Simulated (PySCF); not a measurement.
# WNH: structure of the singlet

The task is one start of a wider search on WNH: the singlet, built as linear. It is relaxed, tested by its Hessian and followed downhill if it is a saddle.

Method: PBE0, basis W def2-TZVP with ECP60, N def2-TZVP, H def2-TZVP, scalar-relativistic core potentials, no spin–orbit coupling, density fitting; program: PySCF 2.14.0.

## 1. Where the work starts

3 atoms, charge 0, spin multiplicity 1.

Bond lengths: W1–N2 1.800 Å, W1–H3 1.690 Å. Angles: N2–W1–H3 180.0°.

Coordinates in bohr (charge 0 multiplicity 1):
```
W     0.0000    0.0000    0.2232
N     0.0000    0.0000   -3.1783
H     0.0000    0.0000    3.4169
```

## 2. Relaxing the singlet from the linear start

The steps below are one call of a driver around PySCF. For each, scf.py gives the equivalent set-up of the SCF; relaxations use the driver's own optimiser. Before each start the driver seeks the lowest SCF state from one or more starting densities and follows internal instabilities, so scf.py alone need not reach the same state.

The program finds C∞v symmetry in the start, which this walk keeps.

The input, scf.py:

```python
from pyscf import gto, scf, dft
mol = gto.M(atom='''
W      0.000000     0.000000     0.118125
N      0.000000     0.000000    -1.681875
H      0.000000     0.000000     1.808125''',
    basis={'W': 'def2-TZVP', 'N': 'def2-TZVP', 'H': 'def2-TZVP'},
    ecp={'W': 'def2-TZVP'},
    charge=0, spin=0)
mf = dft.RKS(mol, xc='PBE0')
mf.grids.atom_grid = (50, 194)
aux = {'W': 'def2-universal-JKFIT', 'N': 'def2-universal-JKFIT', 'H': 'def2-universal-JKFIT'}
mf = mf.density_fit(auxbasis=aux)
mf.kernel()
```

The optimiser's trace:

| step | energy (Eh) | change (kJ/mol) | largest symmetric gradient (Eh/bohr) |
| --- | --- | --- | --- |
| 0 | -122.156479 | 0.00 | 0.19151 |
| 1 | -122.187447 | -81.31 | 0.03457 |
| 2 | -122.191106 | -90.91 | 0.01743 |
| 3 | -122.192513 | -94.61 | 0.00487 |
| 4 | -122.192589 | -94.81 | 0.00179 |
| 5 | -122.192592 | -94.82 | 0.00014 |

The walk ran for 4.7 s (4 threads, shared host).

Positions (Å) and forces (eV/Å) along the way:

```
step 0
W    0.000   0.000   0.118   0.000   0.000  -9.848
N    0.000   0.000  -1.682   0.000   0.000   6.517
H    0.000   0.000   1.808   0.000   0.000   3.331
step 1
W    0.000   0.000   0.025   0.000   0.000  -0.704
N    0.000   0.000  -1.604   0.000   0.000  -1.074
H    0.000   0.000   1.824   0.000   0.000   1.778
step 3
W    0.000   0.000  -0.020   0.000   0.000   0.080
N    0.000   0.000  -1.659   0.000   0.000  -0.251
H    0.000   0.000   1.924   0.000   0.000   0.171
step 5
W    0.000   0.000  -0.026   0.000   0.000   0.007
N    0.000   0.000  -1.668   0.000   0.000  -0.006
H    0.000   0.000   1.939   0.000   0.000  -0.001
```

It settles in C∞v symmetry, 94.8 kJ/mol below the start, after 5 steps: W–H 1.965 Å, W–N 1.642 Å; H–W–N 180.0°.

## 3. Is it a minimum? Harmonic modes

The point is checked on the finer grid, and tightened if its gradient asks for it. The Hessian and the dipole derivatives come from central differences of analytic gradients, with steps of 0.01 bohr.

scf.py, as its differences from that of step 2:

```diff
@@ -3,3 +3,3 @@
-W      0.000000     0.000000     0.118125
-N      0.000000     0.000000    -1.681875
-H      0.000000     0.000000     1.808125''',
+W      0.000000     0.000000     0.105604
+N     -0.000000    -0.000000    -1.536270
+H      0.000000     0.000000     2.070283''',
@@ -10 +10 @@
-mf.grids.atom_grid = (50, 194)
+mf.grids.atom_grid = (75, 302)
```

This SCF starts from the last density.

SCF at the final geometry:

```text
init E= -122.192606006946
  HOMO = -0.215471552468273  LUMO = -0.129514801377695  gap/eV = 2.33900
cycle= 1 E= -122.192606006911  delta_E= 3.56e-11  |g|= 1.37e-05  |ddm|= 8.14e-06
  HOMO = -0.215469714026369  LUMO = -0.129514876157813  gap/eV = 2.33895
cycle= 2 E= -122.192606006307  delta_E= 6.04e-10  |g|= 5.51e-05  |ddm|= 3.24e-05
  HOMO = -0.215471449355508  LUMO = -0.129514922454813  gap/eV = 2.33900
cycle= 3 E= -122.192606006946  delta_E= -6.39e-10  |g|= 8.73e-07  |ddm|= 2.68e-05
  HOMO = -0.215471308499135  LUMO = -0.129514866502092  gap/eV = 2.33899
cycle= 4 E= -122.192606006948  delta_E= -1.85e-12  |g|= 3.09e-08  |ddm|= 1.13e-06
  HOMO = -0.215471307690667  LUMO = -0.129514869293729  gap/eV = 2.33899
Extra cycle  E= -122.192606006947  delta_E= 1.28e-12  |g|= 6.82e-08  |ddm|= 6.59e-08
converged SCF energy = -122.192606006947
```

The whole step took 8.6 s.

Geometry: C∞v; W–H 1.965 Å, W–N 1.642 Å; H–W–N 180.0°.

Modes, for the most abundant isotopes:

```tsv
symmetry	ω (cm⁻¹)	IR (km/mol)	μ (u)	type
π	497i	595	1.13	bend
σ+	1165	77.7	14.12	stretch
σ+	1463	22.9	1.02	stretch
```

2 modes are imaginary, the largest at 497i cm⁻¹: a saddle point, not a minimum.

Properties at this point:

```
Dipole moment                                                   : 0.87 D
Highest occupied level                                          : -5.86 eV
Lowest empty level                                              : -3.52 eV
Rotational constants                                            : 0.4276 cm⁻¹
Zero-point energy (real modes)                                  : 15.7 kJ/mol
Principal polarisabilities                                      : 45.6, 45.6, 61.4 bohr³
Atomisation energy without zero-point energy                    : 624 kJ/mol
Principal traceless quadrupole moments about the centre of mass : -11.04, 5.52, 5.52 D Å
```

Charges (e) and bond orders:

| atom | Mulliken | Löwdin | polar tensor | Mayer order to W1 |
| --- | --- | --- | --- | --- |
| W1 | 0.50 | 0.44 | 1.20 | – |
| N2 | -0.35 | -0.22 | -0.80 | 3.07 |
| H3 | -0.15 | -0.22 | -0.40 | 1.02 |

Outer orbital energies (eV). occupied: -44.68, -44.68, -20.02, -9.83, -9.26, -9.26, -7.34, -5.86; empty: -3.52, -2.93, -1.56, -1.56.

Mulliken populations on W1 (outside its core potential): s 2.80, p 6.22, d 4.43, f 0.05.

## 4. Leaving the saddle point

The atoms are moved a little along the softest imaginary mode and relaxed again.

The program finds Cs symmetry in the start, which this walk keeps.

scf.py, as its differences from that of step 3:

```diff
@@ -3,3 +3,3 @@
-W      0.000000     0.000000     0.105604
-N     -0.000000    -0.000000    -1.536270
-H      0.000000     0.000000     2.070283''',
+W     -0.000324    -0.001407     0.105604
+N      0.002320     0.010071    -1.536270
+H      0.026934     0.116938     2.070283''',
@@ -10 +10 @@
-mf.grids.atom_grid = (75, 302)
+mf.grids.atom_grid = (50, 194)
```

Steps of the walk:

| step | energy (Eh) | change (kJ/mol) | largest symmetric gradient (Eh/bohr) |
| --- | --- | --- | --- |
| 0 | -122.192861 | 0.00 | 0.00447 |
| 1 | -122.193319 | -1.20 | 0.00728 |
| 2 | -122.194497 | -4.30 | 0.01127 |
| 3 | -122.197213 | -11.43 | 0.01537 |
| 4 | -122.202078 | -24.20 | 0.02387 |
| 5 | -122.208332 | -40.62 | 0.03349 |
| 6 | -122.215127 | -58.46 | 0.08851 |
| 7 | -122.224398 | -82.80 | 0.02992 |
| 8 | -122.230421 | -98.62 | 0.02791 |
| 9 | -122.239050 | -121.27 | 0.01958 |
| 10 | -122.239744 | -123.09 | 0.01653 |
| 11 | -122.240203 | -124.30 | 0.00193 |
| 12 | -122.240208 | -124.31 | 0.00030 |
| 13 | -122.240208 | -124.31 | 0.00004 |

The walk took 12 s.

It settles in Cs symmetry, 124.3 kJ/mol below the start, after 13 steps: W–H 1.720 Å, W–N 1.646 Å; H–W–N 100.0°.

## 5. Vibrations and properties at this point

As before: finer grid, then central differences.

scf.py, as its differences from that of step 4:

```diff
@@ -3,3 +3,3 @@
-W     -0.000324    -0.001407     0.105604
-N      0.002320     0.010071    -1.536270
-H      0.026934     0.116938     2.070283''',
+W     -0.018359    -0.079706     0.080392
+N      0.225086     0.977228    -1.158358
+H      0.223454     0.970143     1.421184''',
@@ -10 +10 @@
-mf.grids.atom_grid = (50, 194)
+mf.grids.atom_grid = (75, 302)
```

Log of the central SCF (cycles and frontier levels):

```text
init E= -122.240225159031
  HOMO = -0.184854740487152  LUMO = -0.121428446577518  gap/eV = 1.72592
cycle= 1 E= -122.240225159027  delta_E= 3.18e-12  |g|= 2.12e-06  |ddm|= 5.26e-06
  HOMO = -0.184855458232416  LUMO = -0.121428876140662  gap/eV = 1.72593
Extra cycle  E= -122.240225159034  delta_E= -6.2e-12  |g|= 5.32e-06  |ddm|= 5.94e-06
converged SCF energy = -122.240225159034
```

The whole step took 12 s.

Geometry: Cs; W–H 1.720 Å, W–N 1.646 Å; H–W–N 100.0°.

Harmonic modes (main isotopes):

```csv
symmetry,ω (cm⁻¹),IR (km/mol),μ (u)
a',603,52.0,1.09
a',1162,60.3,14.86
a',1925,89.4,1.01
```

No imaginary mode, so this is a minimum.

Properties at this point:

```
Dipole moment                                                   : 5.11 D
Highest occupied level                                          : -5.03 eV
Lowest empty level                                              : -3.30 eV
Rotational constants                                            : 5.891, 0.4753, 0.4399 cm⁻¹
Zero-point energy                                               : 22.1 kJ/mol
Principal polarisabilities                                      : 34.6, 49.3, 53.2 bohr³
Atomisation energy without zero-point energy                    : 749 kJ/mol
Principal traceless quadrupole moments about the centre of mass : -5.20, -0.59, 5.79 D Å
Entropy at 298.15 K and 1 bar                                   : 259.8 J/(mol K)
Heat capacity Cp at 298.15 K                                    : 38.6 J/(mol K)
Enthalpy at 298.15 K above 0 K                                  : 10.38 kJ/mol
Rotational symmetry number                                      : 1
```

Charges (e) and bond orders:

```csv
atom,Mulliken,Löwdin,polar tensor,Mayer order to W1
W1,0.48,0.35,0.88,–
N2,-0.39,-0.27,-0.63,3.06
H3,-0.09,-0.09,-0.25,1.00
```

Outer orbital energies (eV). occupied: -43.84, -43.44, -19.14, -8.83, -8.48, -8.23, -8.05, -5.03; empty: -3.30, -1.77, -1.26, -0.44.

Mulliken populations on W1 (outside its core potential): s 2.55, p 6.18, d 4.75, f 0.04.

## 6. Would spin polarisation lower it?

At the lowest minimum the closed shell is tested against spin polarisation, on the (50, 194) grid. It is unstable: an open-shell solution lies lower. That solution was not followed to a minimum here.

## 7. The points found, side by side

| spin | group | bonds | imaginary modes (cm⁻¹) | ΔE (kJ/mol) | with zero-point energy |
| --- | --- | --- | --- | --- | --- |
| singlet | Cs | W–H 1.720 Å, W–N 1.646 Å | none | 0.0 | 0.0 |
| singlet | C∞v | W–H 1.965 Å, W–N 1.642 Å | 497i, 497i | 125.0 | – |

## 8. Summary of results

| quantity | value |
| --- | --- |
| minimum | singlet, Cs (closed shell, unstable towards spin polarisation) |
| geometry | W–H 1.720 Å, W–N 1.646 Å; H–W–N 100.0° |
| wavenumbers (cm⁻¹) | 603 (a'), 1162 (a'), 1925 (a') |
| dipole moment | 5.11 D |
| highest occupied, lowest empty level | -5.03, -3.30 eV |
| polar-tensor charge of W1 | +0.88 e |
| zero-point energy | 22.1 kJ/mol |

The linear start (C∞v) ends in a minimum of Cs symmetry, after a first stop at a second-order saddle point 125.0 kJ/mol higher, from which it was pushed off along an imaginary mode. In the infrared the band at 1925 cm⁻¹ (a', stretch) leads. With 5.1 D the molecule is strongly polar. Only this shape and spin were tried, so other structures or states may lie lower. Spin polarisation would lower this closed shell, so its numbers describe a constrained state. With an element this heavy the missing spin–orbit coupling can shift these numbers.

The search up to here ran for 40 s (4 threads, shared host).
